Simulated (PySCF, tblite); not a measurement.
**C₄H₆ClSi radical: geometry, infrared bands and EPR parameters**

Aim: predict the infrared bands and EPR parameters of C₄H₆ClSi radical (`C=[C]/C(Cl)=C\[SiH3]`).

The runs use tblite 0.8.0 and PySCF 2.14.0, with density-fitted response routines of our own; the level of theory stands in each step. All values are computed, except where a source is named. Atoms are numbered from 0 throughout.

## (1) The molecule as given

12 atoms, charge 0, multiplicity 2; geometry from: force field or distance geometry start.

Bonds of the start (Å): C0–C1 1.31, C1–C2 1.41, C2–Cl3 1.75, C2–C4 1.35, C4–Si5 1.82, C0–H6 1.08, C0–H7 1.09, C4–H8 1.08, Si5–H9 1.49, Si5–H10 1.49, Si5–H11 1.48.

## (2) Optimising the geometry with GFN2-xTB

The job: settings as JSON, then the geometry in Å.

```
{"job": {"kind": "relax", "xc": "GFN2-xTB", "basis": "xTB"}, "charge": 0, "multiplicity": 2}
C      2.163900    -0.982900    -0.529400
C      1.235400    -0.061700    -0.661200
C      0.252400     0.934200    -0.787800
Cl     0.610400     2.230900    -1.900600
C     -0.927100     0.941900    -0.132300
Si    -1.564100    -0.273400     1.059100
H      2.161500    -1.843500    -1.183300
H      2.946800    -0.874000     0.215900
H     -1.619800     1.751500    -0.311200
H     -2.909000     0.149300     1.526100
H     -0.667600    -0.357100     2.241100
H     -1.681500    -1.616000     0.437400
```

The run is started by

```bash
> OMP_NUM_THREADS=1 python probes_run.py task.json out
```

This one command runs all jobs of the session in turn.

**Question.** This job is followed by: GFN2-xTB harmonic vibrations, gas phase; UKS B3LYP, pcH-1 on C Cl H Si, non-relativistic, mean-field spin-orbit, GIAO. Predict these results of the whole session: strongest single infrared mode (GFN2-xTB); zero-point energy (GFN2-xTB); g(iso) (B3LYP); ⟨S²⟩; largest a(iso) (averaged by class); potential on the surface of density 0.002 e/bohr³, 1st and 99th percentile.

As calculated:

| quantity | value |
| --- | --- |
| strongest single infrared mode (GFN2-xTB) | 2220 cm⁻¹, 372 km/mol |
| zero-point energy (GFN2-xTB) | 46.3 kcal/mol |
| g(iso) (B3LYP) | 2.00220 |
| ⟨S²⟩ | 0.775 (exact 0.75) |
| largest a(iso) (averaged by class) | 1H on H6, H7, 109.2 MHz |
| potential on the surface of density 0.002 e/bohr³, 1st and 99th percentile | -0.60 V and 1.17 V |

The optimisation took 48 steps and gained 0.215 eV; among the close pairs (by a distance rule), C1–C2 changed most, from 1.405 to 1.339 Å. No mode is imaginary among the 30: a minimum at this level. The strongest single mode, at 2220 cm⁻¹, moves mainly H11 and H10. Unscaled tight-binding wavenumbers are off by several per cent, some by more. Its intensities can rank the bands wrongly. The largest spin populations lie on C4 (0.70 e), C1 (0.57 e). The isotropic g lies 0.1 ppt below the free-electron value. The conformer search found further structures of the same energy, which may be mirror or relabelled copies of this one.
